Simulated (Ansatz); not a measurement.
# H5OSn: the cost of one run

Program: Ansatz 0.2.0. Level of theory: UHF/def2-SVP. These are calculated values, not measurements.

## Step 1: Starting point

Bond lengths: Sn1–H2 1.990 Å, Sn1–H3 1.740 Å, Sn1–H4 1.739 Å, Sn1–O5 1.959 Å, O5–H6 1.010 Å. Angles: H2–Sn1–H3 109.4°, H2–Sn1–H4 109.5°, H2–Sn1–O5 109.5°, H3–Sn1–H4 109.5°, H3–Sn1–O5 109.5°, H4–Sn1–O5 109.5°, Sn1–O5–H6 109.5°.

As a file:

```xyz
7

Sn    0.0000    0.0000    0.0000
H     0.0000    0.0000    1.9900
H     1.6408    0.0000   -0.5794
H    -0.8195    1.4198   -0.5794
O    -0.9232   -1.5994   -0.6527
H    -1.3778   -2.0650    0.1197
H     0.0000    0.0000    2.9500
```

## Step 2: A restrained relaxation towards end A

Springs on the bonds that form and break draw the guess towards this end; the thresholds are loose.

Input file input.yaml:

```yaml
crystal:
  periodic: [false, false, false]
  atoms:
    - { symbol: Sn, position_ang: [0.0, 0.0, 0.0] }
    - { symbol: H, position_ang: [0.0, 0.0, 1.99] }
    - { symbol: H, position_ang: [1.6408, 0.0, -0.5794] }
    - { symbol: H, position_ang: [-0.8195, 1.4198, -0.5794] }
    - { symbol: O, position_ang: [-0.9232, -1.5994, -0.6527] }
    - { symbol: H, position_ang: [-1.3778, -2.065, 0.1197] }
    - { symbol: H, position_ang: [0.0, 0.0, 2.95] }
magnetization:
  spin_polarized: true
  initial_magnetization: 1
basis:
  gaussian: { orbitals: def2-SVP }
hamiltonian:
  xc: hf
relax:
  f_tol: 0.15
  max_steps: 25
  restrain:
    - { distance: [1, 6], at: 1.86, k: 30.0 }
    - { distance: [0, 1], at: 1.74, k: 30.0 }
```

Started as:

```
$ ansatz run input.yaml --threads 1 --pin off --max-ram 2048MiB --backend cpu --events-out ev --progress --plain --runs-dir out
```

Q: Estimate wall time and peak memory on 1 thread of Arm Neoverse V1, shared host.

About 9 s, with a peak of 0.13 GiB.
